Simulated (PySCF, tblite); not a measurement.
# C4H9BS2: geometry, infrared bands and NMR shifts

What infrared bands and NMR shifts should C4H9BS2 (`CC[C@H]1CSBS1`) show?

The runs use tblite 0.8.0 and PySCF 2.14.0, with density-fitted response routines of our own; the level of theory stands in each step. All values are computed, except where a source is named. Atoms are numbered from 0 throughout.

### 1 The starting structure

16 atoms, charge 0, multiplicity 1; geometry from: force field or distance geometry start.

Bonds of the start (Å): C0–C1 1.50, C1–C2 1.52, C2–C3 1.53, C3–S4 1.81, S4–B5 1.89, B5–S6 1.89, S6–C2 1.79, C0–H7 1.12, C0–H8 1.09, C0–H9 1.12, C1–H10 1.11, C1–H11 1.12, C2–H12 1.11, C3–H13 1.08, C3–H14 1.12, B5–H15 1.17.

### 2 Relaxing the molecule with GFN2-xTB

Job settings and geometry (Å):

```
{"job": {"kind": "relax", "xc": "GFN2-xTB", "basis": "xTB"}, "charge": 0, "multiplicity": 1}
C     -2.098400    -0.817900    -0.193500
C     -1.216200     0.254000     0.383200
C      0.228100     0.128600    -0.066400
C      0.977600     1.279400     0.600600
S      2.735000     1.017000     0.256400
B      2.841900    -0.862500     0.414000
S      1.025700    -1.402800     0.397400
H     -2.597900    -1.366800     0.640900
H     -1.567300    -1.540500    -0.818100
H     -2.875400    -0.286400    -0.804300
H     -1.607000     1.255700     0.121900
H     -1.278300     0.182800     1.501500
H      0.299600     0.283400    -1.164700
H      0.596500     2.196400     0.172800
H      0.735600     1.177600     1.687500
H      3.792900    -1.489100     0.126900
```

Started as:

```sh
OMP_NUM_THREADS=1 python probes_run.py task.json out
```

This one command runs all jobs of the session in turn.

**Question.** This job is followed by: GFN2-xTB harmonic vibrations, gas phase; GIAO PBE0/pcSseg-1 NMR shielding, non-relativistic, gas phase. Predict these results of the whole session: strongest single infrared mode (GFN2-xTB); zero-point energy (GFN2-xTB); ¹³C shifts against TMS (PBE0/pcSseg-1); ¹H shifts against TMS (PBE0/pcSseg-1, means over atoms taken as alike); ³³S shifts against CS2 (PBE0/pcSseg-1); ¹¹B shifts against BF3·OEt2 (PBE0/pcSseg-1); surface potential, 1st and 99th percentile.

As calculated:

| quantity | value |
| --- | --- |
| strongest single infrared mode (GFN2-xTB) | 980 cm⁻¹, 144 km/mol |
| zero-point energy (GFN2-xTB) | 79.2 kcal/mol |
| ¹³C shifts against TMS (PBE0/pcSseg-1) | 67.3, 47.9, 33.0, 18.0 ppm |
| ¹H shifts against TMS (PBE0/pcSseg-1, means over atoms taken as alike) | 6.60, 3.53, 3.17, 2.81, 1.90, 1.63, 1.28 ppm |
| ³³S shifts against CS2 (PBE0/pcSseg-1) | 130, 103 ppm |
| ¹¹B shifts against BF3·OEt2 (PBE0/pcSseg-1) | 58.3 ppm |
| surface potential, 1st and 99th percentile | -0.71 V and 1.03 V |

Over 112 steps the energy fell by 0.895 eV; of the close pairs, B5–S6 changed most, 1.895 to 1.770 Å. No mode is imaginary among the 42: a minimum at this level. The strongest single mode, at 980 cm⁻¹, moves mainly H15 and B5. GFN2-xTB is a fitted tight-binding method: band positions and strengths are rough. Its intensities can rank the bands wrongly. At PBE0/pcSseg-1: The largest span, 269 ppm, is at S4, where the paramagnetic term is -656 ppm. At PBE0/pcSseg-1, counted by nearest atom on the grid, the HOMO lies on S4, S6 about 42 % each, the LUMO on B5 47 %; S4, S6 about 15 % each.
